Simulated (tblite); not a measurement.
# C5H8NSi: the cost of one run

Computed with tblite 0.8.0 and PySCF 2.14.0, with density-fitted response routines of our own, on a single molecule in the gas phase. Atoms are numbered from 0 throughout.

## Step 1: The molecule as given

15 atoms, charge -1, multiplicity 1; geometry from: force field or distance geometry start.

Bonds of the start (Å): C0–C1 1.47, C1–C2 1.35, C2–C3 1.48, C3–Si4 1.88, Si4–C5 1.82, C5–N6 1.17, C0–H7 1.12, C0–H8 1.13, C0–H9 1.14, C1–H10 1.09, C2–H11 1.09, C3–H12 1.12, C3–H13 1.10, Si4–H14 1.49.

## Step 2: Relaxing the molecule with GFN2-xTB

The job: settings as JSON, then the geometry in Å.

```
{"job": {"kind": "relax", "xc": "GFN2-xTB", "basis": "xTB"}, "charge": -1, "multiplicity": 1}
C     -2.056000     0.595600    -0.137700
C     -1.036500     0.284900    -1.148100
C      0.074300    -0.427200    -0.874600
C      0.231400    -0.900000     0.514500
Si     1.799900    -0.232000     1.306500
C      3.073300     0.341600     0.142100
N      3.906900     0.719200    -0.594300
H     -2.474300    -0.304300     0.375800
H     -1.680400     1.332100     0.627800
H     -2.924800     1.062700    -0.699300
H     -1.157200     0.634400    -2.170600
H      0.810000    -0.645900    -1.643300
H      0.368000    -2.012100     0.422600
H     -0.643800    -0.729800     1.161700
H      1.704800     0.288900     2.694900
```

Launch:

```
$ OMP_NUM_THREADS=1 python probes_run.py task.json out
```

This one command runs all jobs of the session in turn.

Q: Estimate the wall time of this first job on 1 thread of Intel Xeon at 2.50GHz, shared host.

About 2.5 s.
